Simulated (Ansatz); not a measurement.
# GeH4N2: the cost of one run

Computed with Ansatz 0.2.0 through its Python package. Level of theory: Hartree-Fock/def2-SVP.

**1. Starting point**

Bond lengths: N1–Ge2 1.814 Å, Ge2–N3 1.836 Å, N1–H4 1.008 Å, N1–H5 1.075 Å, N3–H6 1.057 Å, N3–H7 1.069 Å. Angles: N1–Ge2–N3 108.4°, Ge2–N1–H4 108.8°, Ge2–N1–H5 108.6°, H4–N1–H5 102.3°, Ge2–N3–H6 109.1°, Ge2–N3–H7 109.6°, H6–N3–H7 105.6°.

No structure file is read: the coordinates are typed or built in the script.

**2. The script**

Contents of geh4n2_relaxed_scan.py:

```python
'''One bond of GeH4N2 held at set lengths while the rest relaxes.'''

from dataclasses import dataclass

import ansatz as az
import numpy as np


@dataclass
class Options:
    basis_set: str = 'def2-SVP'
    functional: str = 'hf'


settings = Options()

mol = (
    az.Crystal.molecule()
    .atom('N', (-0.9107, 0.078, -1.0034))
    .atom('Ge', (-0.3753, -0.9816, 0.3685))
    .atom('N', (1.2287, -0.3489, 0.9993))
    .atom('H', (-1.8268, -0.2174, -1.3026))
    .atom('H', (-1.101, 1.0647, -0.6211))
    .atom('H', (1.1059, 0.6537, 1.3116))
    .atom('H', (1.9404, -0.3165, 0.2019))
)

job = (
    mol.calculation()
    .basis(gaussian=settings.basis_set)
    .functional(settings.functional)
)
symbols = [site.symbol for site in mol.cartesian_sites]
pairs = [(0, 1), (0, 3), (0, 4), (1, 2), (2, 5), (2, 6)]
print('held (A)   E (eV)        ', '  '.join(f'{symbols[i]}{i}-{symbols[j]}{j}' for i, j in pairs))
for length in [1.67, 1.81, 1.96, 2.18, 2.45]:
    summary = job.relax(constraints=[az.DistanceConstraint((0, 1), at=length)], force_tolerance=0.02, max_steps=60).run().report
    xyz = np.array(summary['positions_ang'])
    print(f'{length:6.2f} {summary["free_energy_ev"]:14.5f}  ', '  '.join(f'{np.linalg.norm(xyz[i] - xyz[j]):.3f}' for i, j in pairs))
```

**3. The run**

On the command line:

```console
> python geh4n2_relaxed_scan.py
```

What time and memory should one allow on 1 thread of AMD EPYC 7R43 (Zen 3), shared host?

About 98 s, with a peak of 0.23 GiB.
